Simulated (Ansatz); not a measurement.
# Al4NiPd3: the cost of one run

Computed with Ansatz 0.2.0 (DFT PBE, scalar-relativistic, plane waves, PAW, unless a step's input says otherwise).

1 further run of the same task is left out (it didn't finish).

### 1 The structure to begin with

The structure is cubic, space group Im-3m (No. 229). Conventional cell: a = 6.075 Å, b = 6.075 Å, c = 6.075 Å, α = 90.00°, β = 90.00°, γ = 90.00°. Around Al (site symmetry -3m) lie 2 Ni at 2.63 Å and 6 Pd at 2.63 Å. Ni (site symmetry m-3m) is surrounded by 8 Al at 2.63 Å. Around Pd (site symmetry 4/mmm) lie 8 Al at 2.63 Å.

Structure file:

```cif
data_structure
_symmetry_space_group_name_H-M 'Im-3m'
_symmetry_Int_Tables_number 229
_cell_length_a 6.0746
_cell_length_b 6.0746
_cell_length_c 6.0746
_cell_angle_alpha 90.000
_cell_angle_beta 90.000
_cell_angle_gamma 90.000
_cell_volume 224.16
loop_
_atom_site_label
_atom_site_type_symbol
_atom_site_symmetry_multiplicity
_atom_site_Wyckoff_symbol
_atom_site_fract_x
_atom_site_fract_y
_atom_site_fract_z
_atom_site_occupancy
Al1 Al 8 c 0.25000 0.25000 0.25000 1
Ni1 Ni 2 a 0.00000 0.00000 0.00000 1
Pd1 Pd 6 b 0.00000 0.50000 0.00000 1
```

The start is the relaxed end of an invented cell (made as: elements ordered on the sites of the AlNi type, Ni/Pd on Ni (Im-3m, No. 229)), taken up again for a closer look.

### 2 A first look at the guess

Input file input.yaml:

```yaml
crystal:
  lattice:
    - [-3.0373203, 3.0373203, 3.0373203]
    - [3.0373203, -3.0373203, 3.0373203]
    - [3.0373203, 3.0373203, -3.0373203]
  atoms:
    - { symbol: Al, position: [0.5, 0.5, 0.5] }
    - { symbol: Al, position: [0.0, 0.5, 0.0] }
    - { symbol: Al, position: [0.5, 0.0, 0.0] }
    - { symbol: Al, position: [0.0, 0.0, 0.5] }
    - { symbol: Ni, position: [0.0, 0.0, 0.0] }
    - { symbol: Pd, position: [0.5, 0.0, 0.5] }
    - { symbol: Pd, position: [0.0, 0.5, 0.5] }
    - { symbol: Pd, position: [0.5, 0.5, 0.0] }
basis:
  ecutwfc: 420
kpoints:
  mp_grid: { grid: [4, 4, 4] }
hamiltonian:
  xc: pbe
scf:
  occupations: { method: gaussian, width: 0.1 }
  lower_state_search: "off"
output:
  forces: true
  stress: true
  eigenvalues: true
```

Command:

```bash
$ ansatz run input.yaml --threads 4 --pin off --max-ram 8192MiB --backend cpu --events-out ev --progress --plain --runs-dir out
```

What time and memory should one allow on 4 threads of Arm Neoverse V2, shared host?

About 1.3 s, with a peak of 0.44 GiB.
